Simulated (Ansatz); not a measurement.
# CH5GeN: the cost of one run

All numbers are computed with Ansatz 0.2.0, driven from Python. Level of theory: CAM-B3LYP/def2-SVPD.

## (1) The structure

Bond lengths: C1–Ge2 1.882 Å, Ge2–N3 1.857 Å, C1–H4 1.068 Å, C1–H5 1.154 Å, C1–H6 1.142 Å, N3–H7 1.104 Å, N3–H8 1.005 Å. Angles: C1–Ge2–N3 107.9°, Ge2–C1–H4 110.9°, Ge2–C1–H5 111.5°, Ge2–C1–H6 112.1°, H4–C1–H5 105.9°, H4–C1–H6 111.4°, H5–C1–H6 104.7°, Ge2–N3–H7 105.0°, Ge2–N3–H8 107.0°, H7–N3–H8 104.5°.

The script holds or builds the structure itself.

## (2) Script

field.py reads:

```python
# -*- coding: utf-8 -*-
import ansatz as az
import numpy as np

GEOMETRY = """
C    -0.71210    0.89880   -0.60640
Ge    0.98400    0.37730    0.01920
N     0.76980   -1.16040    1.03720
H    -1.13240    0.14710   -1.23830
H    -0.65000    1.85420   -1.24980
H    -1.42030    1.17000    0.24730
H     1.79340   -1.45980    1.32210
H     0.45990   -1.88430    0.41290
"""


def main():
    geometry = az.Crystal.molecule()
    for line in GEOMETRY.strip().splitlines():
        symbol, *xyz = line.split()
        geometry = geometry.atom(symbol, [float(v) for v in xyz])

    calc = (
        geometry.calculation()
        .basis(gaussian="def2-SVPD")
        .functional("cam_b3lyp")
        .forces()
    )
    centre = np.mean([site.position_ang for site in geometry.cartesian_sites], axis=0)
    field = 2 * 14.399645 * 2.0 / 25.0 ** 2


    def dipole(axis, sign):
        arm = 25.0 * np.eye(3)[axis]
        pair = [{"charge": sign * 2.0, "position_ang": (centre - arm).tolist()}, {"charge": -sign * 2.0, "position_ang": (centre + arm).tolist()}]
        deck = calc.input().set(az.key.basis.gaussian.point_charges, pair)
        return np.array(az.Session.from_dict(deck).plan().execute().report["charge_distribution"]["dipole_moment_e_ang"])


    print(f"field {field:.4f} V/A")
    alpha = np.array([(dipole(axis, 1) - dipole(axis, -1)) / (2 * field) * 14.399645 for axis in range(3)])
    print("polarisability tensor (A^3)")
    print(np.array2string(alpha, precision=3, suppress_small=True))
    print(f"mean {np.trace(alpha) / 3:.3f} A^3 = {np.trace(alpha) / 3 / 0.14818471:.2f} bohr^3")


if __name__ == "__main__":
    main()
```

## (3) The calls as engine input

The package turns the script's settings into the engine's input (first run):

```yaml
crystal:
  periodic: [false, false, false]
  atoms:
    - { symbol: C, position_ang: [-0.7121, 0.8988, -0.6064] }
    - { symbol: Ge, position_ang: [0.984, 0.3773, 0.0192] }
    - { symbol: "N", position_ang: [0.7698, -1.1604, 1.0372] }
    - { symbol: H, position_ang: [-1.1324, 0.1471, -1.2383] }
    - { symbol: H, position_ang: [-0.65, 1.8542, -1.2498] }
    - { symbol: H, position_ang: [-1.4203, 1.17, 0.2473] }
    - { symbol: H, position_ang: [1.7934, -1.4598, 1.3221] }
    - { symbol: H, position_ang: [0.4599, -1.8843, 0.4129] }
basis:
  gaussian:
    orbitals: def2-SVPD
    point_charges:
      - { charge: 2.0, position_ang: [-24.9884625, -0.007137500000000019, -0.006974999999999988] }
      - { charge: -2.0, position_ang: [25.0115375, -0.007137500000000019, -0.006974999999999988] }
hamiltonian:
  xc: cam_b3lyp
output:
  forces: true
```

## (4) Launch

The run is started by

```console
python field.py
```

What time and memory should one allow on 1 thread of Intel Xeon Platinum 8488C (Sapphire Rapids), shared host?

About 35 s, with a peak of 0.38 GiB.
